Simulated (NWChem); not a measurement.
# B3LYP/def2-TZVPP (core potential) run of SrO (SMILES [O][Sr])

Aim: the vertical ionisation energy of SrO at B3LYP/def2-TZVPP (core potential), from 2 runs. 

Program for the calculation: NWChem 7.3.0.

6 further runs of the same task are left out: 6 set aside as unsound or not needed. Runs told in other sessions of the task aren't counted.

## 1. The molecule

SrO: 2 atoms, total charge 0, spin state singlet. SMILES: `[O][Sr]`. The coordinates come from a PBE0-D4/def2-TZVP relaxation.

Bond lengths: O1–Sr2 1.912 Å.

## 2. Energy and forces at B3LYP/def2-TZVPP (core potential)

File nw.nw:

```
echo
start nw
title "OSr B3LYP"
memory stack 880 mb heap 220 mb global 1100 mb
charge 0
geometry units angstroms noautosym nocenter noautoz
O      0.000000     0.000000     0.045510
Sr     0.000000     0.000000     1.957660
end
basis "ao basis" spherical bse
* library def2-TZVPP
end
ecp bse
Sr library def2-TZVPP
end
dft
xc b3lyp
grid xfine
convergence energy 1e-08
maxiter 100
mulliken
print medium
end
task dft gradient
```

Launch:

```
$ nwchem nw.nw > nw.out
```

Log:

```text
============================== echo of input deck ==============================
echo
start nw
title "OSr B3LYP"
memory stack 880 mb heap 220 mb global 1100 mb
charge 0
geometry units angstroms noautosym nocenter noautoz
O      0.000000     0.000000     0.045510
Sr     0.000000     0.000000     1.957660
end
basis "ao basis" spherical bse
* library def2-TZVPP
end
ecp bse
Sr library def2-TZVPP
end
dft
xc b3lyp
grid xfine
convergence energy 1e-08
maxiter 100
mulliken
print medium
end
task dft gradient
================================================================================

             Northwest Computational Chemistry Package (NWChem) 7.3.0
             --------------------------------------------------------

           Job information
           ---------------

    nwchem branch   = 7.3.0
    use scalapack   = T
    input           = nw.nw
    prefix          = nw.
    data base       = ./nw.db
    status          = startup
    nproc           =        1

           Memory information
           ------------------

    heap     =     28835836 doubles =      220.0 Mbytes
    stack    =    115343361 doubles =      880.0 Mbytes
    global   =    144179200 doubles =     1100.0 Mbytes (distinct from heap & stack)
    total    =    288358397 doubles =     2200.0 Mbytes
    verify   = yes
    hardfail = no

           Directory information
           ---------------------

  0 permanent = .
  0 scratch   = .

                                NWChem Input Module
                                -------------------

                                     OSr B3LYP
                                     ---------

 Scaling coordinates for geometry "geometry" by  1.889725989
 (inverse scale =  0.529177249)

                             Geometry "geometry" -> ""
                             -------------------------

 Output coordinates in angstroms (scale by  1.889725989 to convert to a.u.)

  No.       Tag          Charge          X              Y              Z
 ---- ---------------- ---------- -------------- -------------- --------------
    1 O                    8.0000     0.00000000     0.00000000     0.04551000
    2 Sr                  38.0000     0.00000000     0.00000000     1.95766000

      Atomic Mass
      -----------

      O                 15.994910
      Sr                87.905600

 Effective nuclear repulsion energy (a.u.)      84.1303682744

            Nuclear Dipole moment (a.u.)
            ----------------------------
        X                 Y               Z
 ---------------- ---------------- ----------------
     0.0000000000     0.0000000000   141.2667686325

            XYZ format geometry
            -------------------
     2
 geometry
 O                     0.00000000     0.00000000     0.04551000
 Sr                    0.00000000     0.00000000     1.95766000

 ==============================================================================
                                internuclear distances
 ------------------------------------------------------------------------------
       center one      |      center two      | atomic units |  angstroms
 ------------------------------------------------------------------------------
    2 Sr               |   1 O                |     3.61344  |     1.91215
 ------------------------------------------------------------------------------
                         number of included internuclear distances:          1
 ==============================================================================

 Summary of "ao basis" -> "" (spherical)
 ------------------------------------------------------------------------------
       Tag                 Description            Shells   Functions and Types
 ---------------- ------------------------------  ------  ---------------------
 *                         def2-TZVPP                 on all atoms

                 ECP       "ecp basis" -> "" (cartesian)
                -----
  [basis functions not shown]

                                 NWChem DFT Module
                                 -----------------

                                     OSr B3LYP

                      Basis "ao basis" -> "ao basis" (spherical)
                      -----
  [basis functions not shown]

 Summary of "ao basis" -> "ao basis" (spherical)
 ------------------------------------------------------------------------------
       Tag                 Description            Shells   Functions and Types
 ---------------- ------------------------------  ------  ---------------------
 O                         def2-TZVPP               11       31   5s3p2d1f
 Sr                        def2-TZVPP               14       40   6s4p3d1f

 Summary of "ao basis" -> "ao basis" (spherical)
 ------------------------------------------------------------------------------
       Tag                 Description            Shells   Functions and Types
 ---------------- ------------------------------  ------  ---------------------
 O                         def2-TZVPP               11       31   5s3p2d1f
 Sr                        def2-TZVPP               14       40   6s4p3d1f

  Caching 1-el integrals
  itol2e modified to match energy
  convergence criterion.
  tol_rho modified to match energy
  convergence criterion.

[... 14 lines left out ...]
          Convergence on energy requested:  1.00D-08
          Convergence on density requested:  1.00D-05
          Convergence on gradient requested:  5.00D-04
[... 21 lines left out ...]
          Spatial weights used:  Erf1
[... 1 line left out ...]
          Convergence Information
[... 1 line left out ...]
          Convergence aids based upon iterative change in
          total energy or number of iterations.
[... 55 lines left out ...]
   convergence    iter        energy       DeltaE   RMS-Dens  Diis-err    time
[... 21 lines left out ...]
         Total DFT energy =     -105.951365185084
      One electron energy =     -200.230040637431
           Coulomb energy =       85.189546003906
    Exchange-Corr. energy =      -13.050441150087
 Nuclear repulsion energy =       22.139570598528
[... 5 lines left out ...]
                       DFT Final Molecular Orbital Analysis
[... 494 lines left out ...]
     ---------------------------------------------
      Total Density - Mulliken Population Analysis
     ---------------------------------------------

    Atom       Charge   Shell Charges
 -----------   ------   -------------------------------------------------------
    1 O    8     8.87   0.79  1.18  0.62  0.91  0.48  1.83  1.82  1.24  0.00  0.01  0.00
    2 Sr  10     9.13   0.02 -0.31  1.51  0.77  0.09 -0.00  4.77  1.12  0.18  0.08  0.45  0.37  0.09  0.00

     -------------------------------------------
      Total Density - Lowdin Population Analysis
     -------------------------------------------

    Atom       Charge   Shell Charges
 -----------   ------   -------------------------------------------------------
    1 O    8     8.69   0.87  1.09  0.61  0.76  0.43  1.71  1.94  1.26  0.00  0.03  0.00
    2 Sr  10     9.31   0.00  0.00  0.95  0.89  0.17  0.04  4.08  1.63  0.35  0.12  0.43  0.53  0.12  0.01

 center of mass
 --------------
 x =   0.00000000 y =   0.00000000 z =   3.14317191

 moments of inertia (a.u.)
 ------------------
         176.694182580719           0.000000000000           0.000000000000
           0.000000000000         176.694182580719           0.000000000000
           0.000000000000           0.000000000000           0.000000000000

     Multipole analysis of the density
     ---------------------------------

     L   x y z        total         alpha         beta         nuclear
     -   - - -        -----         -----         ----         -------
     0   0 0 0      0.000000     -9.000000     -9.000000     18.000000

     1   1 0 0      0.000000      0.000000      0.000000      0.000000
[... 8 lines of this table left out ...]
     2   0 0 2     -6.816782    -71.867294    -71.867294    136.917806

            General Information
            -------------------
          SCF calculation type: DFT
          Wavefunction type:  closed shell.
          No. of atoms     :     2
          No. of electrons :    18
           Alpha electrons :     9
            Beta electrons :     9
          Charge           :     0
          Spin multiplicity:     1
          Use of symmetry is: off; symmetry adaption is: off
          Maximum number of iterations: 100
          AO basis - number of functions:    71
                     number of shells:    25
          Convergence on energy requested:  1.00D-08
          Convergence on density requested:  1.00D-05
          Convergence on gradient requested:  5.00D-04

              XC Information
              --------------
                         B3LYP Method XC Potential
                     Hartree-Fock (Exact) Exchange  0.200
                        Slater Exchange Functional  0.800 local
                    Becke 1988 Exchange Functional  0.720 non-local
              Lee-Yang-Parr Correlation Functional  0.810
                  VWN I RPA Correlation Functional  0.190 local

             Grid Information
             ----------------
          Grid used for XC integration:  xfine
          Radial quadrature: Mura-Knowles
          Angular quadrature: Lebedev.
          Tag              B.-S. Rad. Rad. Pts. Rad. Cut. Ang. Pts.
          ---              ---------- --------- --------- ---------
          O                   0.60      100          10.0      1454
          Sr                  2.00      205          12.0      1454
          Grid pruning is: on
          Number of quadrature shells:   305
          Spatial weights used:  Erf1

          Convergence Information
          -----------------------
          Convergence aids based upon iterative change in
          total energy or number of iterations.
          Levelshifting, if invoked, occurs when the
          HOMO/LUMO gap drops below (HL_TOL):  1.00D-02
          DIIS, if invoked, will attempt to extrapolate
          using up to (NFOCK): 10 stored Fock matrices.

                    Damping( 0%)  Levelshifting(0.5)       DIIS
                  --------------- ------------------- ---------------
          dE  on:    start            ASAP                start
          dE off:    2 iters        100 iters           100 iters

      Screening Tolerance Information
      -------------------------------
          Density screening/tol_rho:  1.00D-11
          AO Gaussian exp screening on grid/accAOfunc:  18
          CD Gaussian exp screening on grid/accCDfunc:  20
          XC Gaussian exp screening on grid/accXCfunc:  20
          Schwarz screening/accCoul:  1.00D-09

                            NWChem DFT Gradient Module
                            --------------------------

                                     OSr B3LYP

  charge          =   0.00
  wavefunction    = closed shell

                         DFT ENERGY GRADIENTS

    atom               coordinates                        gradient
                 x          y          z           x          y          z
   1 O       0.000000   0.000000   0.086001    0.000000  -0.000000   0.005488
   2 Sr      0.000000   0.000000   3.699441   -0.000000   0.000000  -0.005488

                 ----------------------------------------
                 |  Time  |  1-e(secs)   |  2-e(secs)   |
                 ----------------------------------------
                 |  CPU   |       0.01   |       1.53   |
                 ----------------------------------------
                 |  WALL  |       0.01   |       1.53   |
                 ----------------------------------------

 Task  times  cpu:       10.5s     wall:       10.5s
 Total times  cpu:       10.5s     wall:       10.5s
```

Run time: 11 s. Hardware: 1 thread of Intel Xeon 6975P-C (Granite Rapids), shared host; peak memory 0.13 GiB.

[end of part 1 of 2]
